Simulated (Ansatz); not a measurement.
Born–Oppenheimer molecular dynamics of a periodic cell of 24 atoms, CsHS (host CsHS, host structure I4/m). It goes on from the last frame of an earlier run, with new velocities.

Method: DFT PBEsol, scalar-relativistic, plane waves, PAW (Ansatz 0.2.0). Settings: cutoff 420 eV, k mesh 1x1x1, fermi-dirac smearing 0.002 eV, no spin polarisation.

```yaml
ensemble: NVT, Langevin thermostat
time_step: 0.5 fs
steps_asked: 200
set_temperature: 910 K
friction: 0.02 /fs
seed: 79755
```

First frame:

```xyz
24
Lattice="8.4761 0.0000 0.0000 0.0000 8.4761 0.0000 0.0000 0.0000 9.3461" Properties=species:S:1:pos:R:3
Cs 4.267 0.157 2.032
Cs -0.340 -0.001 2.153
Cs 0.019 -0.455 5.977
Cs -0.318 4.362 3.016
H 1.574 1.567 0.221
H 3.443 5.999 4.188
H 2.314 6.869 0.408
H 2.488 4.364 4.881
S 6.540 1.419 -0.203
S 2.124 2.440 1.034
S 3.174 3.328 5.097
S 6.560 1.873 4.931
Cs 0.410 4.219 7.627
Cs 4.323 4.662 8.081
Cs 4.422 4.014 2.429
Cs 3.788 -0.170 6.050
H 5.414 4.839 5.216
H 7.780 1.475 -0.716
H 5.626 2.742 5.159
H 6.437 7.122 0.044
S 2.195 6.256 3.612
S 6.224 5.952 4.929
S 6.494 5.891 0.222
S 2.135 7.392 -0.867
```

Task: What does the run give?

Result: The run went to its last step.

```yaml
steps_done: 200
time_covered: 100 fs
mean_temperature_over_the_second_half: 729 K
spread_of_the_potential_energy_over_the_second_half: 6.3 meV per atom
mean_potential_energy_of_the_second_half_above_the_start: -16.3 meV per atom
```

The mean temperature of the second half is 20 % below the set value. A run of 0.1 ps of so small a system gives no equilibrium averages. The smearing is very narrow for this mesh. Limits of this set-up: coarse k mesh.

Task: What happens to the structure?

Result: Mean squared displacements from the first frame to the last, about the centre of mass: Cs 0.06 Å², H 1.08 Å², S 0.31 Å². Another seed would give other details.

Task: How do temperature and energy run in time?

Result: 
| time (fs) | T (K) | potential energy less start (eV) |
| --- | --- | --- |
| 0.0 | 872 | 0.000 |
| 8.0 | 1062 | 0.207 |
| 16.0 | 995 | 0.157 |
| 24.0 | 863 | 0.187 |
| 32.0 | 921 | 0.166 |
| 40.0 | 806 | -0.051 |
| 48.0 | 782 | -0.328 |
| 56.0 | 675 | -0.464 |
| 64.0 | 777 | -0.528 |
| 72.0 | 674 | -0.472 |
| 80.0 | 653 | -0.063 |
| 88.0 | 670 | -0.187 |
| 96.0 | 793 | -0.277 |

Time of the run: 7.6 min on 1 thread of AMD EPYC 7R13 Processor (Zen 3) (shared host), peak memory 0.66 GiB.
